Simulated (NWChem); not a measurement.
**triplet RbI at 6 levels**

We compute a comparison of 6 runs (UB3LYP/def2-TZVPP, UPBE/def2-TZVPP, UBLYP/def2-TZVPP, UCAM-B3LYP/def2-TZVPP, UM06-2X/def2-TZVPP, UPBE0/def2-TZVPP) of triplet RbI. 

The results are computed with NWChem 7.3.0.

2 further runs of the same task are left out: 1 that didn't finish, 1 set aside as unsound or not needed.

**1. The structure to begin with**

RbI: 2 atoms, total charge 0, spin state triplet. SMILES of the parent species: `[Rb][I]`. The bond length is the one measured for the parent species. That shape belongs to the parent species and isn't relaxed for this state.

Bond lengths: Rb1–I2 3.177 Å.

**2. The energy at UB3LYP/def2-TZVPP (core potential) (run 1)**

File m1.nw:

```
start m1
memory 2200 mb
geometry noautosym nocenter noautoz
Rb    0.000000    0.000000    0.000000
I     0.000000    0.000000    3.176879
end
basis spherical bse
* library def2-TZVPP
end
ecp bse
Rb library def2-TZVPP
I library def2-TZVPP
end
dft
xc b3lyp
mult 3
grid fine
convergence energy 1e-08
maxiter 100
mulliken
print low
end
task dft energy
```

Launch:

```bash
$ nwchem m1.nw > m1.out
```

The program printed:

```text
[...]
 d= 0,ls=0.0,diis     1   -321.8418902043 -3.59D+02  9.43D-03  3.92D-02     2.0
[...]
 d= 0,ls=0.0,diis     8   -321.8594720156 -6.56D-09  7.86D-07  1.92D-09    12.4
[...]
         Total DFT energy =     -321.859472015566
      One electron energy =     -631.381811820067
           Coulomb energy =      298.070441843892
    Exchange-Corr. energy =      -26.026671737806
 Nuclear repulsion energy =       37.478569698415
[...]
      Total Density - Mulliken Population Analysis
     ---------------------------------------------
    Atom       Charge   Shell Charges
 -----------   ------   -------------------------------------------------------
    1 Rb   9     9.04   0.03 -0.31  1.52  0.75  0.75  0.27  4.81  1.15  0.05 -0.00  0.02  0.01  0.00  0.00
    2 I   25    24.96   0.19 -0.79  1.64  0.98  1.23  0.75 -0.49  6.44  1.39  2.64  0.98  9.17  0.81  0.02  0.00  0.00
[...]
      <S2> =      2.0023 (Exact =     2.0000)
[...]
```

It took 13 s on 1 thread of Intel Xeon 6975P-C (Granite Rapids), shared host; peak memory 0.12 GiB.

**3. A single-point energy at UPBE/def2-TZVPP (core potential) (run 2)**

File irb.xyz:

```xyz
2
IRb
Rb     0.000000     0.000000     0.000000
I      0.000000     0.000000     3.176879
```

File run.py:

```python
from ase.io import read
from ase.calculators.nwchem import NWChem

atoms = read('irb.xyz')

calc = NWChem(
    label='irb',
    theory='dft',
    memory='2200 mb',
    basis='def2-TZVPP',
    basispar='spherical bse',
    dft={'xc': 'xpbe96 cpbe96', 'mult': '3', 'grid': 'fine', 'convergence': 'energy 1e-08', 'iterations': '100', 'mulliken': None, 'print': 'low'},
    task='energy',
    **{'ecp bse': {'Rb library': 'def2-TZVPP', 'I library': 'def2-TZVPP'}},
)
atoms.calc = calc

print(f"energy = {atoms.get_potential_energy():.6f} eV")
```

Launch:

```bash
$ export ASE_NWCHEM_COMMAND="nwchem PREFIX.nwi > PREFIX.nwo"
$ python run.py
```

The program printed:

```text
energy = -8754.815078 eV
```

The calculator wrote irb.nwi:

```
title "irb"

permanent_dir irb

scratch_dir irb

start irb

geometry units angstrom nocenter noautosym noautoz
  Rb 0.0000000000000000e+00 0.0000000000000000e+00 0.0000000000000000e+00
  I  0.0000000000000000e+00 0.0000000000000000e+00 3.1768790000000000e+00
end

memory 2200 mb

basis spherical bse noprint
   * library def2-TZVPP
end

dft
  xc xpbe96 cpbe96
  mult 3
  grid fine
  convergence energy 1e-08
  iterations 100
  mulliken
  print low
end
ecp bse
  Rb library def2-TZVPP
  I library def2-TZVPP
end

task dft energy
```

irb.nwo:

```text
Northwest Computational Chemistry Package (NWChem) 7.3.0
             --------------------------------------------------------

           Job information
           ---------------

    nwchem branch   = 7.3.0
    use scalapack   = T
    input           = irb.nwi
    prefix          = irb.
    data base       = irb/irb.db
    status          = startup
    nproc           =        1

           Memory information
           ------------------

    heap     =     72089594 doubles =      550.0 Mbytes
    stack    =     72089599 doubles =      550.0 Mbytes
    global   =    144179200 doubles =     1100.0 Mbytes (distinct from heap & stack)
    total    =    288358393 doubles =     2200.0 Mbytes
    verify   = yes
    hardfail = no

[... 33 lines left out ...]
            Nuclear Dipole moment (a.u.)
[... 59 lines left out ...]
   convergence    iter        energy       DeltaE   RMS-Dens  Diis-err    time
[... 13 lines left out ...]
         Total DFT energy =     -321.733522505622
      One electron energy =     -631.325594885488
           Coulomb energy =      298.005346467631
    Exchange-Corr. energy =      -25.891843786181
 Nuclear repulsion energy =       37.478569698415
[... 32 lines left out ...]
     ------------------------------------------
      Spin Density - Lowdin Population Analysis
     ------------------------------------------

    Atom       Charge   Shell Charges
 -----------   ------   -------------------------------------------------------
    1 Rb   9     1.00   0.00  0.00  0.04  0.00  0.47  0.42 -0.01  0.01  0.02  0.00  0.00  0.03  0.00  0.00
    2 I   25     1.00   0.00 -0.00  0.00  0.00  0.01  0.00  0.01  0.06  0.22  0.49  0.21 -0.01  0.01  0.00  0.00  0.00

     --------------------------
     Expectation value of S2:
     --------------------------
      <S2> =      2.0023 (Exact =     2.0000)

 Task  times  cpu:       53.3s     wall:       53.3s
 Total times  cpu:       53.3s     wall:       53.3s
```

It took 54 s on 1 thread of Intel Xeon 6975P-C (Granite Rapids), shared host; peak memory 0.12 GiB.

**4. A single-point energy at UBLYP/def2-TZVPP (core potential) (run 3)**

File irb.nw:

```
start irb
title "IRb energy"
memory total 2200 mb
charge 0

geometry units angstroms noautosym nocenter noautoz
  Rb    0.000000    0.000000    0.000000
  I     0.000000    0.000000    3.176879
end

basis spherical bse
  Rb library def2-TZVPP
  I library def2-TZVPP
end

ecp bse
  Rb library def2-TZVPP
  I library def2-TZVPP
end

dft
  xc becke88 lyp
  mult 3
  grid fine
  convergence energy 1e-08
  iterations 100
  mulliken
end

task dft
```

Launch:

```bash
$ nwchem irb.nw > irb.out
```

The program printed:

```text
[...]
          Wavefunction type:  spin polarized.
          No. of atoms     :     2
          No. of electrons :    34
[...]
          Charge           :     0
          Spin multiplicity:     3
[...]
          AO basis - number of functions:    90
[...]
              XC Information
              --------------
                    Becke 1988 Exchange Functional  1.000
              Lee-Yang-Parr Correlation Functional  1.000
[...]
 d= 0,ls=0.0,diis     1   -321.6419996831 -3.59D+02  1.21D-02  5.64D-02     1.9
[...]
 d= 0,ls=0.5,diis    35   -321.6627649746 -8.57D-09  1.25D-06  4.53D-09    48.6
[...]
         Total DFT energy =     -321.662764981134
      One electron energy =     -631.336856687314
           Coulomb energy =      298.018482590031
    Exchange-Corr. energy =      -25.822960582266
 Nuclear repulsion energy =       37.478569698415
[...]
      Total Density - Mulliken Population Analysis
     ---------------------------------------------
    Atom       Charge   Shell Charges
 -----------   ------   -------------------------------------------------------
    1 Rb   9     9.05   0.03 -0.31  1.54  0.73  0.75  0.27  4.81  1.14  0.05 -0.01  0.02  0.02  0.00  0.00
    2 I   25    24.95   0.19 -0.79  1.65  0.97  1.25  0.73 -0.49  6.44  1.40  2.58  1.01  9.16  0.82  0.02  0.00  0.00
[...]
      <S2> =      2.0016 (Exact =     2.0000)
[...]
```

It took 51 s on 1 thread of Intel Xeon 6975P-C (Granite Rapids), shared host; peak memory 0.12 GiB.

Runs 4 to 5 aren't shown in full; the table further down has their settings and results.

**5. A single-point energy at UPBE0/def2-TZVPP (core potential) (run 6)**

File run.py:

```python
from ase import Atoms
from ase.calculators.nwchem import NWChem

mol = Atoms('RbI', positions=[
    [0.000000, 0.000000, 0.000000],
    [0.000000, 0.000000, 3.176879],
])

calc = NWChem(
    label='irb',
    theory='dft',
    memory='2200 mb',
    basis='def2-TZVPP',
    basispar='spherical bse',
    dft={'xc': 'pbe0', 'mult': '3', 'grid': 'fine', 'convergence': 'energy 1e-08', 'iterations': '100', 'mulliken': None},
    task='energy',
    **{'ecp bse': {'Rb library': 'def2-TZVPP', 'I library': 'def2-TZVPP'}},
)
mol.calc = calc

e = mol.get_potential_energy()
print(f"E = {e:.6f} eV")
```

Launch:

```bash
$ export ASE_NWCHEM_COMMAND="nwchem PREFIX.nwi > PREFIX.nwo"
$ python run.py
```

The program printed:

```text
E = -8755.545068 eV
```

The calculator wrote irb.nwi:

```
title "irb"

permanent_dir irb

scratch_dir irb

start irb

geometry units angstrom nocenter noautosym noautoz
  Rb 0.0000000000000000e+00 0.0000000000000000e+00 0.0000000000000000e+00
  I  0.0000000000000000e+00 0.0000000000000000e+00 3.1768790000000000e+00
end

memory 2200 mb

basis spherical bse noprint
   * library def2-TZVPP
end

dft
  xc pbe0
  mult 3
  grid fine
  convergence energy 1e-08
  iterations 100
  mulliken
end
ecp bse
  Rb library def2-TZVPP
  I library def2-TZVPP
end

task dft energy
```

irb.nwo:

```text
Northwest Computational Chemistry Package (NWChem) 7.3.0
             --------------------------------------------------------

           Job information
           ---------------

    nwchem branch   = 7.3.0
    use scalapack   = T
    input           = irb.nwi
    prefix          = irb.
    data base       = irb/irb.db
    status          = startup
    nproc           =        1

           Memory information
           ------------------

    heap     =     72089594 doubles =      550.0 Mbytes
    stack    =     72089599 doubles =      550.0 Mbytes
    global   =    144179200 doubles =     1100.0 Mbytes (distinct from heap & stack)
    total    =    288358393 doubles =     2200.0 Mbytes
    verify   = yes
    hardfail = no

[... 76 lines left out ...]
  convergence criterion.
[... 17 lines left out ...]
          Convergence on gradient requested:  5.00D-04
[... 24 lines left out ...]
          Convergence aids based upon iterative change in
[... 28 lines left out ...]
 1-e energy   =    -631.477265
[... 47 lines left out ...]
         Total DFT energy =     -321.760349145526
[... 2 lines left out ...]
    Exchange-Corr. energy =      -25.929563254416
[... 667 lines left out ...]
                     DFT Final Beta Molecular Orbital Analysis
[... 747 lines left out ...]
 center of mass
 --------------
 x =   0.00000000 y =   0.00000000 z =   3.59676228

 moments of inertia (a.u.)
 ------------------
        1833.490990168272           0.000000000000           0.000000000000
           0.000000000000        1833.490990168272           0.000000000000
           0.000000000000           0.000000000000           0.000000000000

     Multipole analysis of the density
     ---------------------------------

     L   x y z        total         alpha         beta         nuclear
     -   - - -        -----         -----         ----         -------
     0   0 0 0     -0.000000    -18.000000    -16.000000     34.000000

     1   1 0 0      0.000000      0.000000     -0.000000      0.000000
[... 8 lines of this table left out ...]
     2   0 0 2    -36.564814   -492.627621   -444.966730    901.029537

 Task  times  cpu:       13.2s     wall:       13.2s
 Total times  cpu:       13.3s     wall:       13.3s
```

It took 14 s on 1 thread of Intel Xeon 6975P-C (Granite Rapids), shared host; peak memory 0.12 GiB.

**6. All runs side by side**

```
run                                   level  energy (Eh)   ⟨S²⟩  wall time
  1      UB3LYP/def2-TZVPP (core potential)  -321.859472  2.002       13 s
  2        UPBE/def2-TZVPP (core potential)  -321.733523  2.002       54 s
  3       UBLYP/def2-TZVPP (core potential)  -321.662765  2.002       51 s
  4  UCAM-B3LYP/def2-TZVPP (core potential)  -321.730685  2.003       37 s
  5     UM06-2X/def2-TZVPP (core potential)  -321.623146  2.006       21 s
  6       UPBE0/def2-TZVPP (core potential)  -321.760349  2.003       14 s
```

**7. Results**

```
                                 quantity          value
                      run 6: total energy  -321.76035 Eh
                     run 6: dipole moment         2.24 D
run 6: HOMO energy (highest over α and β)       -2.62 eV
                              run 6: ⟨S²⟩          2.003
```

In words: Over runs 3, 4, 5, 6 the dipole moment (its size) runs from 1.69 D (UBLYP/def2-TZVPP) to 2.35 D (UCAM-B3LYP/def2-TZVPP). Totals of different functionals can't be ranked against each other. All runs together took 3.2 min, the longest 54 s.
